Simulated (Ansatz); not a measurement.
# C2H9NOSi: the cost of one run

Program: Ansatz 0.2.0. Level of theory: RKS B3LYP/cc-pVDZ. These are calculated values, not measurements.

### Step 1. The structure to begin with

Bond lengths: C1–O2 1.355 Å, O2–C3 1.434 Å, C3–N4 1.505 Å, C3–Si5 1.952 Å, C1–H6 1.128 Å, C1–H7 1.122 Å, C1–H8 1.071 Å, C3–H9 1.048 Å, N4–H10 0.959 Å, N4–H11 1.000 Å, Si5–H12 1.504 Å, Si5–H13 1.450 Å, Si5–H14 1.452 Å. Angles (14 of 22 angles, heavy atoms first): C1–O2–C3 111.5°, O2–C3–N4 107.4°, O2–C3–Si5 112.6°, N4–C3–Si5 107.5°, O2–C1–H6 111.8°, O2–C1–H7 112.9°, O2–C1–H8 113.8°, O2–C3–H9 109.0°, N4–C3–H9 115.3°, Si5–C3–H9 105.2°, C3–N4–H10 109.2°, C3–N4–H11 106.8°, C3–Si5–H12 110.7°, C3–Si5–H13 109.7°.

Coordinates:

```xyz
14

C    -1.1757    1.6748    0.6067
O    -0.1159    0.8490    0.7805
C    -0.1029   -0.2023   -0.1948
N     0.6004    0.3251   -1.4161
Si    0.8771   -1.7768    0.4131
H    -1.1794    2.5163    1.3578
H    -1.1632    2.1988   -0.3851
H    -2.1243    1.1878    0.7101
H    -1.0849   -0.5330   -0.3520
H     1.4380    0.7118   -1.1548
H     0.6756   -0.4375   -2.0583
H     0.2488   -2.3482    1.6538
H     2.2503   -1.4156    0.7046
H     0.8431   -2.7793   -0.6367
```

### Step 2. End point A

input.yaml

```yaml
crystal:
  periodic: [false, false, false]
  atoms:
    - { symbol: C, position_ang: [-1.1757, 1.6748, 0.6067] }
    - { symbol: O, position_ang: [-0.1159, 0.849, 0.7805] }
    - { symbol: C, position_ang: [-0.1029, -0.2023, -0.1948] }
    - { symbol: "N", position_ang: [0.6004, 0.3251, -1.4161] }
    - { symbol: Si, position_ang: [0.8771, -1.7768, 0.4131] }
    - { symbol: H, position_ang: [-1.1794, 2.5163, 1.3578] }
    - { symbol: H, position_ang: [-1.1632, 2.1988, -0.3851] }
    - { symbol: H, position_ang: [-2.1243, 1.1878, 0.7101] }
    - { symbol: H, position_ang: [-1.0849, -0.533, -0.352] }
    - { symbol: H, position_ang: [1.438, 0.7118, -1.1548] }
    - { symbol: H, position_ang: [0.6756, -0.4375, -2.0583] }
    - { symbol: H, position_ang: [0.2488, -2.3482, 1.6538] }
    - { symbol: H, position_ang: [2.2503, -1.4156, 0.7046] }
    - { symbol: H, position_ang: [0.8431, -2.7793, -0.6367] }
basis:
  gaussian: { orbitals: cc-pVDZ }
hamiltonian:
  xc: b3lyp
relax:
  f_tol: 0.015
  max_steps: 40
```

Started as:

```
ansatz run input.yaml --threads 2 --pin off --max-ram 3072MiB --backend cpu --events-out ev --progress --plain --runs-dir out
```

What time and memory should one allow on 2 threads of Intel Xeon 6975P-C (Granite Rapids), shared host?

About 28 s, with a peak of 0.29 GiB.
